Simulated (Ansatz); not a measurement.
# Cd2S: the cost of one run

Program: Ansatz 0.2.0. Level of theory: DFT PBE, scalar-relativistic, plane waves, PAW, unless a step names another level. These are calculated values, not measurements.

13 further runs of the same task are left out: 13 set aside as unsound or not needed.

### Step 1. Plan

Pauling electronegativities: Cd 1.69, S 2.58 (spread 0.89). No set of common oxidation states balances it. Tabulated atomic sizes suggest about 23 Å³/atom. 21 candidates were drawn, by swapping species into database cells of other compounds, at random by space group and Wyckoff sites, or by hand, as the table says:

| name | made from | space group no. | Wyckoff sites | atoms (primitive cell) | V (Å³/atom) |
| --- | --- | --- | --- | --- | --- |
| c01 | random | 123 | Cd 1d, 1c; S 1a | 3 | 25.3 |
| c02 | random | 191 | Cd 4h; S 2c | 6 | 24.5 |
| c03 | random | 99 | Cd 2c; S 1a | 3 | 28.0 |
| c04 | random | 216 | Cd 4b, 4c; S 4d | 3 | 27.4 |
| c05 | built by hand: zincblende (001) slab with Cd metal layers | 115 | Cd 2f, 1a, 1d; S 2g | 6 | 24.4 |
| c06 | random | 216 | Cd 4c, 4a; S 4b | 3 | 24.2 |
| c07 | database cell of NdTe2 | 129 | Cd 2c, 2a; S 2c | 6 | 21.5 |
| c08 | random | 191 | Cd 3g, 1b; S 2e | 6 | 24.2 |
| c09 | built by hand: Co2Si (anti-PbCl2) | 62 | Cd 4c, 4c; S 4c | 12 | 22.7 |
| c10 | database cell of LaGa2 | 191 | Cd 2d; S 1a | 3 | 25.1 |
| c11 | random | 123 | Cd 2h; S 1a | 3 | 23.6 |
| c12 | random | 65 | Cd 4i; S 2c | 3 | 28.6 |
| c13 | random | 139 | Cd 4e; S 2b | 3 | 23.6 |
| c14 | random | 191 | Cd 2c, 1a, 1b; S 2e | 6 | 25.8 |
| c15 | built by hand: antifluorite | 225 | Cd 8c; S 4a | 3 | 22.7 |
| c16 | database cell of PbI2 | 164 | Cd 2d; S 1a | 3 | 24.5 |
| c17 | database cell of Zr2Au | 139 | Cd 4e; S 2a | 3 | 28.1 |
| c18 | built by hand: zincblende (111) slab with Cd metal layers | 156 | Cd 1b, 1b, 1c, 1a; S 1a, 1b | 6 | 24.6 |
| c19 | built by hand: Ag2F (anti-CdI2) | 164 | Cd 2d; S 1a | 3 | 22.6 |
| c20 | database cell of Hg2Rh | 123 | Cd 2e; S 1a | 3 | 22.7 |
| c21 | database cell of YbH2 | 225 | Cd 8c; S 4a | 3 | 22.2 |

### Step 2. Screening run of c02

input.yaml

```yaml
crystal:
  lattice:
    - [5.33024874, 0.0, 0.0]
    - [-2.66512437, 4.61613082, 0.0]
    - [0.0, 0.0, 5.97647426]
  atoms:
    - { symbol: Cd, position: [0.33333333, 0.66666667, 0.69124795] }
    - { symbol: Cd, position: [0.33333333, 0.66666667, 0.30875205] }
    - { symbol: Cd, position: [0.66666667, 0.33333333, 0.30875205] }
    - { symbol: Cd, position: [0.66666667, 0.33333333, 0.69124795] }
    - { symbol: S, position: [0.33333333, 0.66666667, 0.0] }
    - { symbol: S, position: [0.66666667, 0.33333333, 0.0] }
basis:
  ecutwfc: 420
kpoints:
  mp_grid: { grid: [4, 4, 3] }
hamiltonian:
  xc: pbe
scf:
  occupations: { method: gaussian, width: 0.2 }
  lower_state_search: "off"
output:
  forces: true
  stress: true
  eigenvalues: true
relax:
  adjacent_minimum: "off"
  f_tol: 0.08
  max_steps: 16
  cell: { stress_tol: 0.8 }
```

Run with:

```sh
$ ansatz run input.yaml --threads 1 --pin off --max-ram 2560MiB --backend cpu --events-out ev --progress --plain --runs-dir out
```

**Question.** How long does this run take on 1 thread of Intel Xeon 6975P-C (Granite Rapids), shared host, and how much memory does it need?

About 50 s, with a peak of 0.59 GiB.
